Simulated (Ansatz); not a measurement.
# NaAu2: the cost of one run

Method: DFT PBE, scalar-relativistic, plane waves, PAW, in Ansatz 0.2.0.

1 further run of the same task is left out (it didn't finish).

## Step 1: The structure to begin with

It takes space group P-3m1 (No. 164, trigonal). Conventional cell: a = 4.683 Å, b = 4.683 Å, c = 18.000 Å, α = 90.00°, β = 90.00°, γ = 120.00°. Na (site symmetry -3m) is surrounded by 6 Au at 3.32 Å. Around Au (site symmetry 3m) lie 3 Na at 3.32 Å.

Structure file:

```cif
data_structure
_symmetry_space_group_name_H-M 'P-3m1'
_symmetry_Int_Tables_number 164
_cell_length_a 4.6830
_cell_length_b 4.6830
_cell_length_c 18.0000
_cell_angle_alpha 90.000
_cell_angle_beta 90.000
_cell_angle_gamma 120.000
_cell_volume 341.87
loop_
_atom_site_label
_atom_site_type_symbol
_atom_site_symmetry_multiplicity
_atom_site_Wyckoff_symbol
_atom_site_fract_x
_atom_site_fract_y
_atom_site_fract_z
_atom_site_occupancy
Na1 Na 1 b 0.00000 0.00000 0.50000 1
Au1 Au 2 d 0.66667 0.33333 0.60663 1
```

A structure generator made this guess: species swapped into a sheet modelled on a layer of MnI2, with Au on the I sites and Na on the Mn sites. The dimensions are guesses.

Only a and b are periodic; c spans vacuum, so the box's volume, pressure and space group aren't properties of the sheet.

## Step 2: Probe: one point on a coarse mesh

The input, input.yaml:

```yaml
crystal:
  lattice:
    - [4.68304545, 0.0, 0.0]
    - [-2.34152273, 4.05563587, 0.0]
    - [0.0, 0.0, 18.0]
  atoms:
    - { symbol: Na, position: [0.0, 0.0, 0.5] }
    - { symbol: Au, position: [0.66666667, 0.33333333, 0.6066318] }
    - { symbol: Au, position: [0.33333333, 0.66666667, 0.3933682] }
  periodic: [true, true, false]
basis:
  ecutwfc: 420
kpoints:
  mp_grid: { grid: [6, 6, 1] }
hamiltonian:
  xc: pbe
scf:
  occupations: { method: gaussian, width: 0.1 }
  lower_state_search: "off"
output:
  forces: true
  stress: true
  eigenvalues: true
```

Launch:

```
$ ansatz run input.yaml --threads 1 --pin off --max-ram 2048MiB --backend cpu --events-out ev --progress --plain --runs-dir out
```

What time and memory should one allow on 1 thread of Arm Neoverse V1, shared host?

About 8.7 s, with a peak of 0.61 GiB.
